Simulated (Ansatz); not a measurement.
# BrGeH6NSn: two geometries relaxed

Aim: relax the geometries before and after the inversion of the pyramid at N1, and see whether they are two minima and how far apart in energy. SMILES of the start: [NH2][GeH]([Br])[SnH3].

Program: Ansatz 0.2.0. Level of theory: RKS PBE0/def2-SVP. These are calculated values, not measurements.

**1. The structure to begin with**

Bond lengths: N1–Ge2 1.804 Å, Ge2–Br3 2.306 Å, Ge2–Sn4 2.589 Å, N1–H5 1.082 Å, N1–H6 1.031 Å, Ge2–H7 1.562 Å, Sn4–H8 1.767 Å, Sn4–H9 1.817 Å, Sn4–H10 1.684 Å. Angles (14 of 15 angles, heavy atoms first): N1–Ge2–Br3 109.0°, N1–Ge2–Sn4 110.2°, Br3–Ge2–Sn4 108.9°, N1–Ge2–H7 111.3°, Br3–Ge2–H7 108.9°, Sn4–Ge2–H7 108.5°, Ge2–N1–H5 108.2°, Ge2–N1–H6 111.3°, Ge2–Sn4–H8 108.1°, Ge2–Sn4–H9 107.1°, Ge2–Sn4–H10 112.0°, H5–N1–H6 103.9°, H8–Sn4–H9 108.6°, H8–Sn4–H10 111.1°.

As a file:

```xyz
10

N    -1.4595    1.2678   -0.1049
Ge    0.2958    0.8547   -0.1410
Br    1.2974    1.6716    1.7684
Sn    0.6083   -1.7137   -0.2205
H    -1.5527    2.3433   -0.0262
H    -1.9096    0.9163    0.7535
H     0.9997    1.4794   -1.3872
H    -0.1983   -2.3188   -1.6714
H    -0.2317   -2.3998    1.2369
H     2.2338   -2.1519   -0.2045
```

**2. Relaxing end A**

File input.yaml:

```yaml
crystal:
  periodic: [false, false, false]
  atoms:
    - { symbol: "N", position_ang: [-1.4595, 1.2678, -0.1049] }
    - { symbol: Ge, position_ang: [0.2958, 0.8547, -0.141] }
    - { symbol: Br, position_ang: [1.2974, 1.6716, 1.7684] }
    - { symbol: Sn, position_ang: [0.6083, -1.7137, -0.2205] }
    - { symbol: H, position_ang: [-1.5527, 2.3433, -0.0262] }
    - { symbol: H, position_ang: [-1.9096, 0.9163, 0.7535] }
    - { symbol: H, position_ang: [0.9997, 1.4794, -1.3872] }
    - { symbol: H, position_ang: [-0.1983, -2.3188, -1.6714] }
    - { symbol: H, position_ang: [-0.2317, -2.3998, 1.2369] }
    - { symbol: H, position_ang: [2.2338, -2.1519, -0.2045] }
basis:
  gaussian: { orbitals: def2-SVP }
hamiltonian:
  xc: pbe0
relax:
  f_tol: 0.015
  max_steps: 40
```

Command:

```sh
ansatz run input.yaml --threads 2 --pin off --max-ram 3072MiB --backend cpu --events-out ev --progress --plain --runs-dir out
```

What it wrote, shortened:

```text
Warning: RAYON_NUM_THREADS=2 ignored (pool sized by the plan → 2); use --threads N
[...]
Functional definition: PBE0
[...]
1524 factors; integrals over basis functions are off by at most 3.4e-4 eV
[...]
mean field -133951.17907339 eV, -4922.6150355768 hartree, gradient 2.6e-5 eV, S^2 0.000000; 0 other end points of the search recorded, 0 dependent functions left out
[...]
reference -133951.17910842 eV, -4922.6150368642 hartree; 51, 51 occupied and 83, 83 virtual orbitals, 1524 factors
relax step   1: F+E_penalty+E_count = -133951.17907339 eV  Δ(F+E_penalty+E_count) = +0.000e0 eV  max|allowed force component| = 2.508e0 eV/Å  Δτ_max = 0.0000 Å  (26 SCF iters, accepted)
[...]
relax step   6: F+E_penalty+E_count = -133951.44633159 eV  Δ(F+E_penalty+E_count) = -7.577e-4 eV  max|allowed force component| = 5.519e-2 eV/Å  Δτ_max = 0.0401 Å  (27 SCF iters, accepted)
[...]
relax step   7: F+E_penalty+E_count = -133951.44677301 eV  Δ(F+E_penalty+E_count) = -4.414e-4 eV  max|allowed force component| = 9.462e-3 eV/Å  Δτ_max = 0.0183 Å  (26 SCF iters, accepted)
1524 factors; integrals over basis functions are off by at most 3.5e-4 eV
[...]
mean field -133951.44677301 eV, -4922.6248733563 hartree, gradient 7.7e-5 eV, S^2 0.000000; 1 other end points of the search recorded, 0 dependent functions left out
[...]
reference -133951.44680779 eV, -4922.6248746344 hartree; 51, 51 occupied and 83, 83 virtual orbitals, 1524 factors
Total energy: -133951.44680779 eV, -4922.6248746344 hartree
Atom 0 at    -1.450582     1.310979    -0.065093 Å, force     0.003418    -0.007084    -0.002161 eV/Å
Atom 1 at     0.314267     0.854242    -0.150856 Å, force    -0.002791     0.004706     0.004328 eV/Å
Atom 2 at     1.530271     1.601428     1.726161 Å, force     0.001787    -0.002515     0.001561 eV/Å
Atom 3 at     0.559827    -1.739874    -0.199047 Å, force    -0.004649     0.000096     0.004280 eV/Å
Atom 4 at    -1.637087     2.311105    -0.086768 Å, force    -0.000552    -0.000300     0.001373 eV/Å
Atom 5 at    -1.967793     0.897367     0.706451 Å, force    -0.001943     0.004103     0.000952 eV/Å
Atom 6 at     0.910985     1.633130    -1.335386 Å, force     0.001610     0.007455    -0.009462 eV/Å
Atom 7 at    -0.120007    -2.380210    -1.635476 Å, force     0.001518    -0.001517    -0.002622 eV/Å
Atom 8 at    -0.271600    -2.381907     1.152949 Å, force    -0.000937    -0.003780     0.001544 eV/Å
Atom 9 at     2.214920    -2.157359    -0.109836 Å, force     0.002538    -0.001164     0.000207 eV/Å
Dipole moment:    -0.336640    -0.079467    -0.179127 e Å
```

It took 53 s on 2 threads of Intel Xeon Platinum 8259CL at 2.50GHz (Skylake/Cascade Lake), shared host; peak memory 0.45 GiB.

Step by step:

| step | energy from step 1 (eV) | largest force component (eV/Å) |
| --- | --- | --- |
| 1 | 0.0000 | 2.5082 |
| 2 | -0.1229 | 1.4609 |
| 3 | -0.1978 | 0.7640 |
| 4 | -0.2237 | 0.4047 |
| 5 | -0.2665 | 0.0479 |
| 6 | -0.2673 | 0.0552 |
| 7 | -0.2677 | 0.0095 |

Step 1 is the start.

After: Bond lengths: N1–Ge2 1.825 Å, Ge2–Br3 2.358 Å, Ge2–Sn4 2.606 Å, N1–H5 1.018 Å, N1–H6 1.017 Å, Ge2–H7 1.538 Å, Sn4–H8 1.713 Å, Sn4–H9 1.712 Å, Sn4–H10 1.709 Å. Angles (14 of 15 angles, heavy atoms first): N1–Ge2–Br3 112.5°, N1–Ge2–Sn4 109.9°, Br3–Ge2–Sn4 106.4°, N1–Ge2–H7 106.5°, Br3–Ge2–H7 104.6°, Sn4–Ge2–H7 117.0°, Ge2–N1–H5 115.0°, Ge2–N1–H6 115.2°, Ge2–Sn4–H8 110.5°, Ge2–Sn4–H9 108.2°, Ge2–Sn4–H10 109.5°, H5–N1–H6 108.8°, H8–Sn4–H9 109.2°, H8–Sn4–H10 109.7°.

**3. End point B**

The second end starts from a geometry with the move made by hand.

Edit input.yaml of step 2 so:

```diff
@@ -7,4 +7,4 @@
     - { symbol: Sn, position_ang: [0.6083, -1.7137, -0.2205] }
-    - { symbol: H, position_ang: [-1.5527, 2.3433, -0.0262] }
-    - { symbol: H, position_ang: [-1.9096, 0.9163, 0.7535] }
+    - { symbol: H, position_ang: [-1.72067, 1.71932, -1.05332] }
+    - { symbol: H, position_ang: [-2.04346, 0.41904, -0.06503] }
     - { symbol: H, position_ang: [0.9997, 1.4794, -1.3872] }
```

Command:

```sh
ansatz run input.yaml --threads 2 --pin off --max-ram 3072MiB --backend cpu --events-out ev --progress --plain --runs-dir out
```

What it wrote, shortened:

```text
Warning: RAYON_NUM_THREADS=2 ignored (pool sized by the plan → 2); use --threads N
[...]
[... 1 set-up line as earlier in the session ...]
[...]
1525 factors; integrals over basis functions are off by at most 3.4e-4 eV
[...]
mean field -133951.02939302 eV, -4922.6095349247 hartree, gradient 2.1e-5 eV, S^2 0.000000; 0 other end points of the search recorded, 0 dependent functions left out
[...]
reference -133951.02942823 eV, -4922.6095362187 hartree; 51, 51 occupied and 83, 83 virtual orbitals, 1525 factors
relax step   1: F+E_penalty+E_count = -133951.02939302 eV  Δ(F+E_penalty+E_count) = +0.000e0 eV  max|allowed force component| = 2.419e0 eV/Å  Δτ_max = 0.0000 Å  (26 SCF iters, accepted)
[...]
relax step   5: F+E_penalty+E_count = -133951.34430344 eV  Δ(F+E_penalty+E_count) = -2.525e-2 eV  max|allowed force component| = 7.963e-1 eV/Å  Δτ_max = 0.2000 Å  (28 SCF iters, accepted)
[...]
Total energy: -133951.44689735 eV, -4922.6248779258 hartree
Atom 0 at    -1.526093     1.112634    -0.473568 Å, force     0.000591    -0.000101     0.008226 eV/Å
Atom 1 at     0.258479     0.749210    -0.350473 Å, force    -0.001166     0.008783    -0.003272 eV/Å
Atom 2 at     1.230489     1.650910     1.599928 Å, force    -0.001383    -0.000968    -0.003652 eV/Å
Atom 3 at     0.629396    -1.827836    -0.228533 Å, force    -0.000412    -0.005371     0.001659 eV/Å
Atom 4 at    -1.757012     2.098724    -0.572931 Å, force     0.002157     0.002527    -0.003544 eV/Å
Atom 5 at    -2.100556     0.716237     0.266040 Å, force     0.002616    -0.003346    -0.003443 eV/Å
Atom 6 at     0.937844     1.500774    -1.509270 Å, force    -0.002844    -0.003493     0.005730 eV/Å
Atom 7 at     0.177975    -2.568982    -1.706293 Å, force     0.001907     0.000441     0.001792 eV/Å
Atom 8 at    -0.345167    -2.451215     1.034514 Å, force     0.004717     0.001330    -0.003220 eV/Å
Atom 9 at     2.276013    -2.152796     0.098036 Å, force    -0.006183     0.000198    -0.000277 eV/Å
Dipole moment:    -0.310337    -0.103711    -0.207967 e Å
```

Wall time 1.9 min (2 threads of Intel Xeon Platinum 8259CL at 2.50GHz (Skylake/Cascade Lake), shared host); peak memory 0.44 GiB.

Step by step:

| step | energy from step 1 (eV) | largest force component (eV/Å) |
| --- | --- | --- |
| 1 | 0.0000 | 2.4191 |
| 2 | -0.1291 | 1.4146 |
| 3 | -0.2598 | 0.4451 |
| 4 | -0.2897 | 0.3870 |
| 5 | -0.3149 | 0.7963 |
| 6x | -0.1023 | 3.9555 |
| 7 | -0.3533 | 0.7176 |
| 8 | -0.3915 | 0.4255 |
| 9 | -0.4053 | 0.3030 |
| 10 | -0.4113 | 0.2481 |
| 11 | -0.4155 | 0.0555 |
| 12 | -0.4167 | 0.0429 |
| 13 | -0.4172 | 0.0149 |
| 14 | -0.4173 | 0.0141 |
| 15 | -0.4174 | 0.0209 |
| 16 | -0.4174 | 0.0203 |
| 17 | -0.4175 | 0.0088 |

Step 1 is the start. 1 step was tried and not accepted (marked x).

After: Bond lengths: N1–Ge2 1.825 Å, Ge2–Br3 2.358 Å, Ge2–Sn4 2.606 Å, N1–H5 1.018 Å, N1–H6 1.017 Å, Ge2–H7 1.539 Å, Sn4–H8 1.714 Å, Sn4–H9 1.713 Å, Sn4–H10 1.710 Å. Angles (14 of 15 angles, heavy atoms first): N1–Ge2–Br3 112.5°, N1–Ge2–Sn4 109.8°, Br3–Ge2–Sn4 106.3°, N1–Ge2–H7 106.5°, Br3–Ge2–H7 104.7°, Sn4–Ge2–H7 117.1°, Ge2–N1–H5 114.9°, Ge2–N1–H6 115.2°, Ge2–Sn4–H8 110.5°, Ge2–Sn4–H9 108.3°, Ge2–Sn4–H10 109.5°, H5–N1–H6 108.7°, H8–Sn4–H9 109.2°, H8–Sn4–H10 109.6°.

**4. Results**

```
                           quantity                     value
                              end A   6 moves, 0.268 eV lower
                              end B  15 moves, 0.417 eV lower
largest difference between the ends                    0.03 Å
            end B relative to end A                 -0.000 eV
```

What this shows: The two relaxations end at one structure, within 0.03 Å: no second minimum was found from this start, which doesn't rule one out.
